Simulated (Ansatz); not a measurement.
# LaPRuO: the cost of one run

Method: DFT PBEsol, scalar-relativistic, plane waves, PAW, in Ansatz 0.2.0.

## (1) Starting point

Symmetry: P4/nmm, No. 129, tetragonal system. The conventional cell has a = 4.067 Å, b = 4.067 Å, c = 8.500 Å, α = 90.00°, β = 90.00°, γ = 90.00°. La (site symmetry 4mm) is surrounded by 4 O at 2.38 Å. P (site symmetry 4mm) has 4 Ru at 2.34 Å as nearest neighbours. Ru (site symmetry -4m2) has 4 P at 2.34 Å as nearest neighbours. O (site symmetry -4m2) has 4 La at 2.38 Å as nearest neighbours.

As a file:

```cif
data_structure
_symmetry_space_group_name_H-M 'P4/nmm:1'
_symmetry_Int_Tables_number 129
_cell_length_a 4.0665
_cell_length_b 4.0665
_cell_length_c 8.5001
_cell_angle_alpha 90.000
_cell_angle_beta 90.000
_cell_angle_gamma 90.000
_cell_volume 140.56
loop_
_atom_site_label
_atom_site_type_symbol
_atom_site_symmetry_multiplicity
_atom_site_Wyckoff_symbol
_atom_site_fract_x
_atom_site_fract_y
_atom_site_fract_z
_atom_site_occupancy
La1 La 2 c 0.00000 0.50000 0.85533 1
P1 P 2 c 0.50000 0.00000 0.63556 1
Ru1 Ru 2 b 0.00000 0.00000 0.50000 1
O1 O 2 a 0.50000 0.50000 0.00000 1
```

It is the result of an earlier relaxation at this level (volume 17.57 Å³/atom; gap on the mesh: none (metal)).

## (2) Relaxing with PBEsol

input.yaml reads:

```yaml
crystal:
  lattice:
    - [4.0665249225, 0.0, 0.0]
    - [0.0, 4.0665249225, 0.0]
    - [0.0, 0.0, 8.5000530102]
  atoms:
    - { symbol: La, position: [0.0, 0.5, 0.8553251505] }
    - { symbol: La, position: [0.5, 0.0, 0.1446748495] }
    - { symbol: P, position: [0.5, 0.0, 0.6355601841] }
    - { symbol: P, position: [0.0, 0.5, 0.3644398159] }
    - { symbol: Ru, position: [0.0, 0.0, 0.5] }
    - { symbol: Ru, position: [0.5, 0.5, 0.5] }
    - { symbol: O, position: [0.5, 0.5, 0.0] }
    - { symbol: O, position: [0.0, 0.0, 0.0] }
basis:
  ecutwfc: 420
kpoints:
  mp_grid: { grid: [10, 10, 4] }
hamiltonian:
  xc: pbesol
scf:
  occupations: { method: gaussian, width: 0.1 }
output:
  forces: true
  stress: true
  eigenvalues: true
relax:
  adjacent_minimum: "off"
  f_tol: 0.005
  max_steps: 50
  cell: { stress_tol: 0.05 }
```

Command:

```console
$ ansatz run input.yaml --threads 2 --pin off --max-ram 5120MiB --backend cpu --events-out ev --progress --plain --runs-dir out
```

Q: Estimate wall time and peak memory on 2 threads of Intel Xeon at 2.70GHz, shared host.

About 2.9 min, with a peak of 0.7 GiB.
